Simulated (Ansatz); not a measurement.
# r2SCAN0/cc-pVDZ run of CH8BN (SMILES [BH3-][NH2+]C)

What is the electronic atomisation energy of CH8BN at r2SCAN0/cc-pVDZ? 

The calculation is run with Ansatz 0.2.0.

64 further runs of the same task are left out: 2 that didn't finish, 62 set aside as unsound or not needed.

## 1. The system as given

The species is CH8BN (11 atoms), meant as a singlet with charge 0. SMILES: `[BH3-][NH2+]C`. The coordinates come from a PBE0-D4/def2-TZVP relaxation.

Bond lengths: B1–N2 1.626 Å, N2–C3 1.469 Å, B1–H4 1.214 Å, B1–H5 1.214 Å, B1–H6 1.214 Å, N2–H7 1.016 Å, N2–H8 1.016 Å, C3–H9 1.089 Å, C3–H10 1.089 Å, C3–H11 1.092 Å. Some angles: B1–N2–C3 114.0°, B1–N2–H7 108.2°, B1–N2–H8 108.2°, C3–N2–H7 109.9°, C3–N2–H8 109.9°, N2–B1–H4 105.5°, N2–B1–H5 105.4°, N2–B1–H6 105.4°, N2–C3–H9 108.2°, N2–C3–H10 108.2°.

## 2. The energy at r2SCAN0/cc-pVDZ

run.yaml

```yaml
crystal:
  periodic: [false, false, false]
  atoms:
    - {symbol: B, position_ang: [-0.828400, 1.032000, -0.205100]}
    - {symbol: N, position_ang: [-0.349500, -0.497500, 0.070800]}
    - {symbol: C, position_ang: [1.107800, -0.661100, 0.155200]}
    - {symbol: H, position_ang: [-2.040900, 0.991000, -0.245400]}
    - {symbol: H, position_ang: [-0.325100, 1.341700, -1.265700]}
    - {symbol: H, position_ang: [-0.402900, 1.677500, 0.731200]}
    - {symbol: H, position_ang: [-0.783500, -0.815200, 0.932300]}
    - {symbol: H, position_ang: [-0.721000, -1.084700, -0.669900]}
    - {symbol: H, position_ang: [1.475700, -0.024100, 0.957600]}
    - {symbol: H, position_ang: [1.543500, -0.317100, -0.781300]}
    - {symbol: H, position_ang: [1.389800, -1.699400, 0.341100]}
basis:
  gaussian:
    orbitals: cc-pVDZ
hamiltonian:
  xc: {name: r2SCAN0}
accuracy: high
output:
  orbitals: {seedname: orbitals}
```

Run with:

```bash
$ ansatz run run.yaml --threads 1 --pin off --max-ram 3480MiB --events-out events.jsonl --progress --plain --runs-dir runs
```

The program printed:

```text
Warning: RAYON_NUM_THREADS=1 ignored (pool sized by the plan → 1); use --threads N
Functional definition: r2SCAN0
  name "r2SCAN0"
  parameter a = 0.25
  parameter k0 = 0.174
  parameter k1 = 0.065
  parameter a1 = 4.9479
  exchange = (1 - a)*r2scan_x(k0 = k0, k1 = k1, a1 = a1) + a*exact_x
  correlation = r2scan_c
2051 factors; integrals over basis functions are off by at most 3.4e-9 eV
mean field evaluation 1: about -3327.6209 eV, gradient 3.8e1 eV
mean field evaluation 2: about -3328.2220 eV, gradient 3.7e1 eV
mean field evaluation 4: about -3331.5039 eV, gradient 1.2e0 eV
mean field evaluation 8: about -3331.5072 eV, gradient 1.3e-2 eV
mean field evaluation 16: about -3331.5072 eV, gradient 1.8e-7 eV
mean field -3331.50715244 eV, -122.4306296757 hartree, gradient 1.3e-8 eV, S^2 0.000000; 0 other end points of the search recorded, 0 dependent functions left out
reference -3331.50715305 eV, -122.4306296978 hartree; 13, 13 occupied and 69, 69 virtual orbitals, 2051 factors
Total energy: -3331.50715305 eV, -122.4306296978 hartree
```

Run time: 9.6 s. Hardware: 1 thread of Arm Neoverse V2, shared host; peak memory 0.29 GiB.

## 3. The B atom at the same level

job.yaml

```yaml
crystal:
  periodic: [false, false, false]
  atoms:
    - {symbol: B, position_ang: [0.000000, 0.000000, 0.000000]}
basis:
  gaussian:
    orbitals: cc-pVDZ
magnetization:
  spin_polarized: true
  initial_magnetization: 1
hamiltonian:
  xc: {name: r2SCAN0}
accuracy: high
```

Run the same way, it converges to -24.63655 Eh (log not shown).

## 4. The C atom at the same level

run.yaml

```yaml
crystal:
  periodic: [false, false, false]
  atoms:
    - {symbol: C, position_ang: [0.000000, 0.000000, 0.000000]}
basis:
  gaussian:
    orbitals: cc-pVDZ
magnetization:
  spin_polarized: true
  initial_magnetization: 2
hamiltonian:
  xc: {name: r2SCAN0}
accuracy: high
```

Run the same way, it converges to -37.82786 Eh (log not shown).

## 5. The H atom

input.yaml

```yaml
crystal:
  periodic: [false, false, false]
  atoms:
    - symbol: H
      position_ang: [0.000000, 0.000000, 0.000000]
basis:
  gaussian:
    orbitals: cc-pVDZ
accuracy: high
hamiltonian:
  xc: {name: r2SCAN0}
magnetization:
  spin_polarized: true
  initial_magnetization: 1
```

Run the same way, it converges to -0.49923 Eh (log not shown).

## 6. The N atom

input.yaml

```yaml
basis:
  gaussian:
    orbitals: cc-pVDZ
crystal:
  periodic: [false, false, false]
  atoms:
    - {symbol: N, position_ang: [0.000000, 0.000000, 0.000000]}
magnetization:
  spin_polarized: true
  initial_magnetization: 3
accuracy: high
hamiltonian:
  xc: {name: r2SCAN0}
```

Run with:

```bash
$ ansatz run input.yaml --threads 1 --pin off --max-ram 3480MiB --events-out events.jsonl --progress --plain --runs-dir runs
```

The program printed, cut to the lines that bear on the results:

```text
Warning: RAYON_NUM_THREADS=1 ignored (pool sized by the plan → 1); use --threads N
[... 8 set-up lines as earlier in the session ...]
96 factors; integrals over basis functions are off by at most 1.2e-9 eV
mean field evaluation 1: about -1484.8432 eV, gradient 3.7e0 eV
mean field evaluation 2: about -1484.8931 eV, gradient 1.4e0 eV
mean field evaluation 4: about -1484.8991 eV, gradient 1.1e-1 eV
mean field evaluation 8: about -1484.8992 eV, gradient 2.7e-6 eV
mean field -1484.89916993 eV, -54.5690379940 hartree, gradient 4.2e-8 eV, S^2 3.753021; 0 other end points of the search recorded, 0 dependent functions left out
reference -1484.89917018 eV, -54.5690380033 hartree; 5, 2 occupied and 9, 12 virtual orbitals, 96 factors
Total energy: -1484.89917018 eV, -54.5690380033 hartree
```

Run time: 0.74 s. Hardware: 1 thread of Arm Neoverse V2, shared host; peak memory 0.095 GiB.

## 7. Results

Level: r2SCAN0/cc-pVDZ.

```
                     quantity          value
       molecule: total energy  -122.43063 Eh
        molecule: HOMO energy       -7.79 eV
        molecule: LUMO energy        1.31 eV
      molecule: HOMO–LUMO gap        9.10 eV
         B atom: total energy   -24.63655 Eh
                 B atom: ⟨S²⟩          0.756
         C atom: total energy   -37.82786 Eh
                 C atom: ⟨S²⟩          2.005
         H atom: total energy    -0.49923 Eh
                 H atom: ⟨S²⟩          0.750
         N atom: total energy   -54.56904 Eh
                 N atom: ⟨S²⟩          3.753
electronic atomisation energy      38.188 eV
```

Taking the molecule apart into free atoms costs 38.19 eV (881 kcal/mol), before zero-point energy and without spin-orbit coupling.
